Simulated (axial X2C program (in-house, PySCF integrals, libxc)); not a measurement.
# MoSi⁺: EOM-IP-CCSD levels

Aim: EOM-IP-CCSD levels of MoSi⁺, with spin–orbit coupling in the Hamiltonian from the start.

Computed with an in-house X2C program for linear molecules on PySCF integrals. Level: two-component X2C with atomic mean-field terms, Mo dyall-cv3z, Si dyall-v3z.

All values are calculated.

### 1 Set-up

File task.json:

```json
{
 "zs": [
  42,
  14
 ],
 "q": 1,
 "bas": [
  "dyall-cv3z",
  "dyall-v3z"
 ],
 "r0": 2.54,
 "eom": "ip",
 "rq": 0,
 "thr": -2.0,
 "nmax": 95,
 "grid": [
  1,
  0.96,
  1.045,
  0.92,
  1.09,
  1.15
 ]
}
```

Keys: zs atomic numbers; q charge; bas basis sets; r0 starting distance in Å; eom kind of EOM run; thr threshold in hartree for freezing inner shells (an s shell follows its p shell); nmax most natural virtual spinors; grid distances as factors.

The run is started by

```console
$ python soeom.py task.json out
```

Further steps of the session: EOM-IP-CCSD at 2.369 Å.

Before running it: what results should come out? Wanted: next root led by one particle; T1 of the reference.

The runs gave:

```
                     quantity                            value
       lowest root at 2.369 Å                Ω = 3/2, 7.000 eV
next root led by one particle  Ω = 1/2, about 1310 cm⁻¹ higher
          T1 of the reference                            0.082
```

What this shows: Removing an electron from the reference determinant of MoSi costs 7.00 eV and empties a spinor of 35% Mo dδ, 34% Si pπ, 21% Mo dπ. The closed-shell reference lies 1.77 eV above the lowest determinant found, so these energies count from an excited configuration. Errors of 0.1 to 0.3 eV are usual at this size, and roots led by higher excitations are left out, so the list is incomplete, and low states of that kind can be missing. T1 or the largest double amplitude of the reference is raised, which lowers the reliability.
